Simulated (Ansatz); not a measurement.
# C₇H₁₈AgOP: basis-set convergence

An exercise on one series of results from a longer session: the logs are not shown, and one member is left open.

Program: Ansatz 0.2.0, Gaussian basis. Level of theory: one geometry, several basis sets. These are calculated values, not measurements.

Plan: PBE0-D4/def2-SVP; ωB97M-V/def2-SVP; PBE0-D4/def2-QZVPP; ωB97M-V/def2-QZVPP; the functionals' def2-TZVPP values are taken from earlier runs.

### The geometry

An earlier PBE0-D4 in a triple-zeta def2 set relaxation fixed the geometry. Ag takes the def2 core potential; no spin-orbit term is included.

SMILES `CC[P+](CC)(CC)[Ag-][O]C`, 28 atoms, charge 0, spin multiplicity 1.

Atoms are counted from 1 here; the program's logs count them from 0.

Bond lengths: C1–C2 1.521 Å, C1–H11 1.092 Å, C1–H12 1.092 Å, C1–H13 1.092 Å, C2–P3 1.830 Å, C2–H14 1.094 Å, C2–H15 1.094 Å, P3–C4 1.830 Å, P3–C6 1.832 Å, P3–Ag8 2.297 Å, C4–C5 1.521 Å, C4–H16 1.093 Å, C4–H17 1.095 Å, C5–H18 1.093 Å, C5–H19 1.092 Å, C5–H20 1.092 Å, C6–C7 1.520 Å, C6–H21 1.094 Å and more. Angles: C2–C1–H11 110.6°, C2–C1–H12 111.7°, C2–C1–H13 111.1°, H11–C1–H12 107.5°, H11–C1–H13 108.1°, H12–C1–H13 107.8°, C1–C2–P3 112.8°, C1–C2–H14 110.2°, C1–C2–H15 110.9°, P3–C2–H14 106.2°, P3–C2–H15 109.3°, H14–C2–H15 107.2°, C2–P3–C4 103.6°, C2–P3–C6 104.3°, C2–P3–Ag8 115.0°, C4–P3–C6 104.9°, C4–P3–Ag8 114.4°, C6–P3–Ag8 113.4° and more.

Set-up of the first run:

in.yaml

```yaml
crystal:
  periodic: [false, false, false]
  atoms:
    - {symbol: C, position_ang: [-1.312510, -1.809451, -1.999277]}
    - {symbol: C, position_ang: [-0.893562, -0.349607, -1.910563]}
    - {symbol: P, position_ang: [-0.222796, 0.095929, -0.267499]}
    - {symbol: C, position_ang: [-1.706108, 0.155448, 0.802289]}
    - {symbol: C, position_ang: [-1.396975, 0.636999, 2.211063]}
    - {symbol: C, position_ang: [0.297412, 1.843222, -0.448356]}
    - {symbol: C, position_ang: [-0.768278, 2.837198, -0.879858]}
    - {symbol: Ag, position_ang: [1.447743, -1.279405, 0.502858]}
    - {symbol: O, position_ang: [2.814447, -2.570883, 1.166183]}
    - {symbol: C, position_ang: [4.105734, -2.226307, 1.519715]}
    - {symbol: H, position_ang: [-1.658380, -2.049231, -3.006720]}
    - {symbol: H, position_ang: [-2.127695, -2.038933, -1.309730]}
    - {symbol: H, position_ang: [-0.477782, -2.472427, -1.760821]}
    - {symbol: H, position_ang: [-0.098537, -0.139804, -2.632850]}
    - {symbol: H, position_ang: [-1.731548, 0.311963, -2.150190]}
    - {symbol: H, position_ang: [-2.102419, -0.863226, 0.831413]}
    - {symbol: H, position_ang: [-2.468049, 0.780550, 0.326053]}
    - {symbol: H, position_ang: [-0.623963, 0.020077, 2.675255]}
    - {symbol: H, position_ang: [-1.045310, 1.671226, 2.216412]}
    - {symbol: H, position_ang: [-2.288629, 0.589672, 2.839183]}
    - {symbol: H, position_ang: [0.735235, 2.131383, 0.511487]}
    - {symbol: H, position_ang: [1.131131, 1.828126, -1.157135]}
    - {symbol: H, position_ang: [-1.587433, 2.891731, -0.159926]}
    - {symbol: H, position_ang: [-1.193026, 2.582915, -1.852796]}
    - {symbol: H, position_ang: [-0.340909, 3.838934, -0.962324]}
    - {symbol: H, position_ang: [4.656035, -3.121395, 1.854717]}
    - {symbol: H, position_ang: [4.694649, -1.794336, 0.690009]}
    - {symbol: H, position_ang: [4.161505, -1.500358, 2.351426]}
basis:
  gaussian: {orbitals: def2-SVP}
hamiltonian: {xc: pbe0, dispersion: d4}
output: {orbitals: {seedname: orbitals}}
```

Command:

```sh
> ansatz run in.yaml --threads 11 --pin off --events-out ev --progress --plain --max-ram 110592MiB --backend cpu
```

Steps of the session up to this table: PBE0-D4 in def2-SVP; ωB97M-V in def2-SVP; PBE0-D4 in def2-QZVPP; ωB97M-V in def2-QZVPP.

One of the session's tables, all rows but one given; the rest of the session is left out.

It belongs to the step «Density functionals: the series». 

```
functional       basis  HOMO (eV)  LUMO (eV)
   PBE0-D4    def2-SVP      -5.05       0.04
   PBE0-D4  def2-TZVPP      -5.25      -0.13
   PBE0-D4  def2-QZVPP      -5.30      -0.28
   ωB97M-V    def2-SVP          ?          ?
   ωB97M-V  def2-TZVPP      -7.61       1.21
   ωB97M-V  def2-QZVPP      -7.66       0.66
```

Estimate the missing values for ωB97M-V, def2-SVP.

The run gave: HOMO (eV): -7.38; LUMO (eV): 1.38. In the column «HOMO (eV)» it lies between ωB97M-V, def2-TZVPP (-7.61) and PBE0-D4, def2-QZVPP (-5.30).
